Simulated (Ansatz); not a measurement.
# YTl: stress in a strained cell

YTl is deformed so: zz strain of +1 %. What stress and forces result, by LAPW, PAW and all-electron datasets made for the crystal?

Method: DFT LDA, scalar-relativistic, in Ansatz 0.2.0.

## Step 1: Starting point

Symmetry: Pm-3m, No. 221, cubic system. The conventional cell has a = 3.751 Å, b = 3.751 Å, c = 3.751 Å, α = 90.00°, β = 90.00°, γ = 90.00°. Y (site symmetry m-3m) is surrounded by 8 Tl at 3.25 Å. Around Tl (site symmetry m-3m) lie 8 Y at 3.25 Å.

Coordinates:

```cif
data_structure
_symmetry_space_group_name_H-M 'Pm-3m'
_symmetry_Int_Tables_number 221
_cell_length_a 3.7510
_cell_length_b 3.7510
_cell_length_c 3.7510
_cell_angle_alpha 90.000
_cell_angle_beta 90.000
_cell_angle_gamma 90.000
_cell_volume 52.78
loop_
_atom_site_label
_atom_site_type_symbol
_atom_site_symmetry_multiplicity
_atom_site_Wyckoff_symbol
_atom_site_fract_x
_atom_site_fract_y
_atom_site_fract_z
_atom_site_occupancy
Y1 Y 1 b 0.50000 0.50000 0.50000 1
Tl1 Tl 1 a 0.00000 0.00000 0.00000 1
```

The file gives the conventional cell by its symmetry; the runs use the cell typed in the input.

Atoms are numbered in the order of the input: Y1, Tl2.

## Step 2: The deformed structure

Space group Pm-3m before, P4/mmm after.

## Step 3: LAPW, all electrons

input.yaml

```yaml
crystal:
  lattice:
    - [3.751, 0.0, 0.0]
    - [0.0, 3.751, 0.0]
    - [0.0, 0.0, 3.78851]
  atoms:
    - { symbol: "Y", position: [0.5, 0.5, 0.5] }
    - { symbol: Tl, position: [0.0, 0.0, 0.0] }
kpoints:
  mp_grid: { grid: [11, 11, 11] }
  band_path:
    path:
      - [0.0, 0.0, 0.0]
      - [0.0, 0.5, 0.0]
      - [0.5, 0.5, 0.0]
      - [0.0, 0.0, 0.0]
      - [0.0, 0.0, 0.5]
      - [0.0, 0.5, 0.5]
      - [0.5, 0.5, 0.5]
      - [0.0, 0.0, 0.5]
      - [0.0, 0.5, 0.0]
    npoints: 5
scf:
  occupations: { method: fermi_dirac, width: 0.08 }
hamiltonian:
  xc: lda
  pseudopotentials: { kind: all_electron, lapw: { basis_error: 0.00025 } }
output:
  forces: true
  stress: true
  eigenvalues: true
```

Command:

```console
$ ansatz run input.yaml --threads 1 --pin off --max-ram 3072MiB --backend cpu --events-out ev --progress --plain --runs-dir out
```

## Step 4: PAW on the default files

input.yaml

```yaml
crystal:
  lattice:
    - [3.751, 0.0, 0.0]
    - [0.0, 3.751, 0.0]
    - [0.0, 0.0, 3.78851]
  atoms:
    - { symbol: "Y", position: [0.5, 0.5, 0.5] }
    - { symbol: Tl, position: [0.0, 0.0, 0.0] }
kpoints:
  mp_grid: { grid: [11, 11, 11] }
scf:
  occupations: { method: fermi_dirac, width: 0.08 }
hamiltonian:
  xc: lda
  pseudopotentials: { kind: paw }
output:
  forces: true
  stress: true
  eigenvalues: true
  efg: { contact_densities: true }
```

## Step 5: Datasets made for this crystal

input.yaml, as its differences from that of step 4:

```diff
@@ -14,3 +14,3 @@
   xc: lda
-  pseudopotentials: { kind: paw }
+  pseudopotentials: { kind: all_electron, datasets: crystal }
 output:
```

(Steps that only read results are left out.)

**Question.** What will these runs give? Wanted: pressure; largest shear or deviatoric stress.

As calculated:

```
                                 quantity                                              value
                                 pressure  LAPW -3.52, PAW -3.53, crystal datasets -3.52 GPa
largest shear or deviatoric stress (LAPW)                                           0.08 GPa
```

In words: The largest part of the stress beyond the pressure is 0.08 GPa in size, in the zz component; the atoms are carried along and not relaxed. No run of the undeformed cell stands beside it, so the pressure holds what the given cell had before the change. PAW: stress within 0.01 GPa of LAPW. Crystal datasets: stress within 0.01 GPa of LAPW. Spin-orbit coupling is left out, though the cell holds Tl; in elements this heavy it can shift bands and gaps by tenths of an eV.
